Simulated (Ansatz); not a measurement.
# In2Au: the cost of one run

Program: Ansatz 0.2.0. Level of theory: reference: DFT r2SCAN, plane waves, PAW, scalar-relativistic, no spin polarisation. These are calculated values, not measurements.

## 1. The starting structure

It takes space group Fm-3m (No. 225, cubic). Conventional cell: a = 6.543 Å, b = 6.543 Å, c = 6.543 Å, α = 90.00°, β = 90.00°, γ = 90.00°. Around Au (site symmetry m-3m) lie 8 In at 2.83 Å. Around In (site symmetry -43m) lie 4 Au at 2.83 Å.

As a file:

```xyz
3
Lattice="0.0000 3.2715 3.2715 3.2715 0.0000 3.2715 3.2715 3.2715 0.0000" Properties=species:S:1:pos:R:3 pbc="T T T"
Au    0.0000    0.0000    0.0000
In    1.6358    1.6358    1.6358
In    4.9073    4.9073    4.9073
```

## 2. Reference

input.yaml reads:

```yaml
crystal:
  lattice:
    - [0.0, 3.271501, 3.271501]
    - [3.271501, 0.0, 3.271501]
    - [3.271501, 3.271501, 0.0]
  atoms:
    - { symbol: Au, position: [0.0, 0.0, 0.0] }
    - { symbol: In, position: [0.25, 0.25, 0.25] }
    - { symbol: In, position: [0.75, 0.75, 0.75] }
  symmetry: { tolerance: 0.0003 }
kpoints:
  mp_grid: { grid: [5, 5, 5], shift: [0, 0, 0] }
magnetization:
  spin_polarized: false
scf:
  occupations: { method: cold, width: 0.0379 }
hamiltonian:
  pseudopotentials: { kind: paw }
  xc: r2scan
basis:
  ecutwfc: 500
output:
  forces: true
  stress: true
  eigenvalues: true
relax:
  max_steps: 40
  cell: {}
```

On the command line:

```console
$ ansatz run input.yaml --threads 1 --pin off --max-ram 2560MiB --backend cpu --events-out ev --progress --plain --runs-dir out
```

**Question.** How long does this run take on 1 thread of Arm Neoverse V2, shared host, and how much memory does it need?

About 14 s, with a peak of 0.54 GiB.
